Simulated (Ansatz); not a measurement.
**GeH4+ (doublet): the correlation ladder at scale of all distances = 1.000, 6-31G**

How much of the correlation energy of GeH4+ (doublet) does each wave-function method recover here?

Computed with Ansatz 0.2.0, Gaussian basis. Level: 6-31G, core rule «outside noble gas», up to 14 orbitals frozen.

Plan: UHF; CCSD(T) on ROHF; CCSD(T) on UHF; BCCD(T) on ROHF; CISD; CCSDT(Q) on ROHF; CCSDT(Q) on UHF; CASSCF and MRCISD+Q, 3 electrons in 3 orbitals; CASSCF and NEVPT2, 3 electrons in 3 orbitals; CASSCF and MRCISD+Q, 7 electrons in 8 orbitals; CASSCF and NEVPT2, 7 electrons in 8 orbitals; Full CI.

13 further runs of the same task are left out: 10 that didn't finish, 3 set aside as unsound or not needed.

### Step 1. What is computed

The geometry derives from a PBE0/def2-TZVP stationary point (not a proven minimum). All distances are scaled together. No spin-orbit coupling is included. The filled d shell of Ge may be among the frozen orbitals whatever the setting's name suggests; the logs give the count.

5 atoms, charge 1, spin multiplicity 2.

Atoms are counted from 1 here; the program's logs count them from 0.

Bond lengths: Ge1–H2 1.565 Å, Ge1–H3 1.565 Å, Ge1–H4 1.565 Å, Ge1–H5 1.565 Å. Angles: H2–Ge1–H3 97.5°, H2–Ge1–H4 97.5°, H2–Ge1–H5 137.7°, H3–Ge1–H4 137.7°, H3–Ge1–H5 97.5°, H4–Ge1–H5 97.5°.

### Step 2. UHF

File in.yaml:

```yaml
crystal:
  periodic: [false, false, false]
  atoms:
    - {symbol: Ge, position_ang: [0.000000, 0.000000, 0.000000]}
    - {symbol: H, position_ang: [0.561303, 1.033925, 1.032591]}
    - {symbol: H, position_ang: [-0.569863, -1.029690, 1.032135]}
    - {symbol: H, position_ang: [-0.559224, 1.030817, -1.036818]}
    - {symbol: H, position_ang: [0.567783, -1.035053, -1.027908]}
basis:
  gaussian: {orbitals: 6-31G}
total_charge: 1
magnetization: {spin_polarized: true, initial_magnetization: 1}
hamiltonian: {xc: hf}
output: {orbitals: {seedname: orbitals}}
```

Run with:

```
ansatz run in.yaml --threads 1 --pin off --events-out ev --progress --plain --max-ram 2393MiB
```

After this run come: CCSD(T) on ROHF; CCSD(T) on UHF; BCCD(T) on ROHF; CISD; CCSDT(Q) on ROHF; CCSDT(Q) on UHF; CASSCF and MRCISD+Q, 3 electrons in 3 orbitals; CASSCF and NEVPT2, 3 electrons in 3 orbitals; CASSCF and MRCISD+Q, 7 electrons in 8 orbitals; CASSCF and NEVPT2, 7 electrons in 8 orbitals; Full CI.

Before running them: what should the planned runs give, taken together? Wanted: FCI below the RHF energy; RMP2 from FCI; UMP2 from FCI; RCCSD from FCI; RCCSD(T) from FCI; UCCSD(T) from FCI; RCCSDT(Q) from FCI; UCCSDT(Q) from FCI; NEVPT2 pair from FCI.

The runs gave:

```
                         quantity                                                                                                               value
         FCI below the RHF energy                                                                                                          -2.6077 eV
                    RMP2 from FCI                                                                                                          +829.9 meV
                    UMP2 from FCI                                                                                                          +844.8 meV
                   RCCSD from FCI                                                                                                           +64.0 meV
                RCCSD(T) from FCI                                                                                                           +18.3 meV
                UCCSD(T) from FCI                                                                                                           +20.9 meV
               RCCSDT(Q) from FCI                                                                                                            -0.3 meV
               UCCSDT(Q) from FCI                                                                                                            -1.1 meV
             NEVPT2 pair from FCI                                                                                                          +671.7 meV
           MRCISD+Q pair from FCI                                                                                                           -24.1 meV
          NEVPT2 valence from FCI                                                                                                          +101.0 meV
levels within 1 kcal/mol (43 meV)  RCCSD(T), UCCSD(T), BCCD(T), RCCSDT, UCCSDT, RCCSDT(Q), UCCSDT(Q), MRCISD+Q pair, MRCISD valence, MRCISD+Q valence
                    T1 diagnostic                                                                                                               0.022
   effectively unpaired electrons                                                                                                                1.05
```

In words: RCCSD(T) lands +18.3 meV from the yardstick (0.7 % of the correlation energy). MRCISD+Q pair falls below full CI: the +Q correction isn't variational, and the cores differ from full CI's. One determinant dominates. Of the multireference levels listed MRCISD+Q valence comes nearest in total energy (+3.7 meV), which doesn't show that its space is the better one. These misses are within one basis, not against nature; the frozen cores of restricted and unrestricted runs differ, which can shift their rows.
